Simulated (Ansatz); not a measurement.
**H2Br (doublet): wave-function methods side by side at distance Br1–H2 along a hydrogen transfer = 1.694 Å, 6-31G**

How much of the correlation energy of H2Br (doublet) does each wave-function method recover here?

Computed with Ansatz 0.2.0, Gaussian basis. Level: 6-31G, core rule «outside noble gas», up to 14 orbitals frozen.

Plan: UHF; CCSD(T) on ROHF; CCSD(T) on UHF; BCCD(T) on ROHF; CISD; CCSDT(Q) on ROHF; CCSDT(Q) on UHF; CISDTQ; CCSDTQ on ROHF; CASSCF and MRCISD+Q, 3 electrons in 3 orbitals; CASSCF and NEVPT2, 3 electrons in 3 orbitals; CASSCF and MRCISD+Q, 9 electrons in 6 orbitals; CASSCF and NEVPT4(SD), 9 electrons in 6 orbitals; CASSCF and NEVPT2, 9 electrons in 6 orbitals; Full CI.

9 further runs of the same task are left out: 7 that didn't finish, 2 set aside as unsound or not needed.

### 1 The geometry

The geometry derives from fragments relaxed apart (PBE0/def2-TZVP) and kept rigid, so it is no stationary point. A hydrogen atom is moved between rigid fragments. No spin-orbit coupling is included. The filled d shell of Br may be among the frozen orbitals whatever the setting's name suggests; the logs give the count.

3 atoms, charge 0, spin multiplicity 2.

Atoms are counted from 1 here; the program's logs count them from 0.

Bond lengths: Br1–H2 1.694 Å.

### 2 UHF

in.yaml

```yaml
crystal:
  periodic: [false, false, false]
  atoms:
    - {symbol: Br, position_ang: [0.000000, 0.000000, -1.499000]}
    - {symbol: H, position_ang: [0.000000, 0.000000, 0.195000]}
    - {symbol: H, position_ang: [0.000000, 0.000000, 1.304000]}
basis:
  gaussian: {orbitals: 6-31G}
magnetization: {spin_polarized: true, initial_magnetization: 1}
hamiltonian: {xc: hf}
output: {orbitals: {seedname: orbitals}}
```

Launch:

```console
> ansatz run in.yaml --threads 1 --pin off --events-out ev --progress --plain --max-ram 2393MiB
```

After this run come: CCSD(T) on ROHF; CCSD(T) on UHF; BCCD(T) on ROHF; CISD; CCSDT(Q) on ROHF; CCSDT(Q) on UHF; CISDTQ; CCSDTQ on ROHF; CASSCF and MRCISD+Q, 3 electrons in 3 orbitals; CASSCF and NEVPT2, 3 electrons in 3 orbitals; CASSCF and MRCISD+Q, 9 electrons in 6 orbitals; CASSCF and NEVPT4(SD), 9 electrons in 6 orbitals; CASSCF and NEVPT2, 9 electrons in 6 orbitals; Full CI.

**Question.** What will the summary of the whole plan be? Wanted: FCI below the RHF energy; RMP2 from FCI; UMP2 from FCI; RCCSD from FCI; RCCSD(T) from FCI; UCCSD(T) from FCI; RCCSDT(Q) from FCI; UCCSDT(Q) from FCI; NEVPT2 pair from FCI.

As calculated:

| quantity | value |
| --- | --- |
| FCI below the RHF energy | -2.0863 eV |
| RMP2 from FCI | +10.83 kcal/mol |
| UMP2 from FCI | +10.84 kcal/mol |
| RCCSD from FCI | +0.65 kcal/mol |
| RCCSD(T) from FCI | +0.14 kcal/mol |
| UCCSD(T) from FCI | +0.12 kcal/mol |
| RCCSDT(Q) from FCI | 0.00 kcal/mol |
| UCCSDT(Q) from FCI | 0.00 kcal/mol |
| NEVPT2 pair from FCI | +4.09 kcal/mol |
| MRCISD+Q pair from FCI | +0.35 kcal/mol |
| NEVPT2 valence from FCI | +6.08 kcal/mol |
| levels within 1 kcal/mol (43 meV) | RCCSD, UCCSD, RCCSD(T), UCCSD(T), BCCD(T), RCCSDT, UCCSDT, CISDTQ, RCCSDT(Q), UCCSDT(Q), RCCSDTQ, MRCISD pair, MRCISD+Q pair, NEVPT4(SD) valence, MRCISD valence, MRCISD+Q valence |
| T1 diagnostic | 0.031 |
| effectively unpaired electrons | 1.03 |

In words: RCCSD(T) lands +0.14 kcal/mol from the yardstick (0.3 % of the correlation energy). One determinant dominates. Of the multireference levels listed MRCISD+Q valence comes nearest in total energy (+0.32 kcal/mol), which doesn't show that its space is the better one. These misses are within one basis, not against nature; the frozen cores of restricted and unrestricted runs differ, which can shift their rows.
